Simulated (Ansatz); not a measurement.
# NiO2: the cost of one run

Computed with Ansatz 0.2.0 (DFT r2SCAN, scalar-relativistic, plane waves, PAW, unless a step's input says otherwise).

1 further run of the same task is left out (it didn't finish).

## 1. The starting structure

Symmetry: R-3m, No. 166, trigonal system. The conventional cell has a = 2.774 Å, b = 2.774 Å, c = 15.322 Å, α = 90.00°, β = 90.00°, γ = 120.00°. Around Ni (site symmetry -3m) lie 6 O at 1.86 Å. O (site symmetry 3m) has 3 Ni at 1.86 Å as nearest neighbours.

As a file:

```cif
data_structure
_symmetry_space_group_name_H-M 'R-3m:H'
_symmetry_Int_Tables_number 166
_cell_length_a 2.7738
_cell_length_b 2.7738
_cell_length_c 15.3223
_cell_angle_alpha 90.000
_cell_angle_beta 90.000
_cell_angle_gamma 120.000
_cell_volume 102.09
loop_
_atom_site_label
_atom_site_type_symbol
_atom_site_symmetry_multiplicity
_atom_site_Wyckoff_symbol
_atom_site_fract_x
_atom_site_fract_y
_atom_site_fract_z
_atom_site_occupancy
Ni1 Ni 3 a 0.00000 0.00000 0.00000 1
O1 O 6 c 0.66667 0.33333 0.93862 1
```

It goes back to an entry of the Materials Project, which need not be the stable form.

This cell was relaxed beforehand with the same method: volume 11.34 Å³/atom, gap on the mesh 1.62 eV.

## 2. Seeking the band edges over the whole zone

Input file input.yaml:

```yaml
crystal:
  lattice:
    - [1.3868755767, 0.8007129875, 5.1074453104]
    - [-1.3868755767, 0.8007129875, 5.1074453104]
    - [0.0, -1.6014259751, 5.1074453104]
  atoms:
    - { symbol: Ni, position: [0.0, 0.0, 0.0] }
    - { symbol: O, position: [0.6052842837, 0.6052842837, 0.6052842837] }
    - { symbol: O, position: [0.3947157163, 0.3947157163, 0.3947157163] }
basis:
  ecutwfc: 500
kpoints:
  mp_grid: { grid: [12, 12, 12] }
  band_path: { path: [VBM, CBM], npoints: 2 }
hamiltonian:
  xc: r2scan
scf:
  occupations: { method: gaussian, width: 0.02 }
output:
  forces: false
  stress: false
  eigenvalues: true
checkpoint:
  read: start.run
  write: ck
  compress: false
  write_wavefunctions: false
  write_every: 100000
```

On the command line:

```console
ansatz run input.yaml --threads 1 --pin off --max-ram 2560MiB --backend cpu --events-out ev --progress --plain --runs-dir out
```

**Question.** How long does this run take on 1 thread of Intel Xeon Platinum 8259CL at 2.50GHz (Skylake/Cascade Lake), shared host, and how much memory does it need?

About 21 s, with a peak of 0.51 GiB.
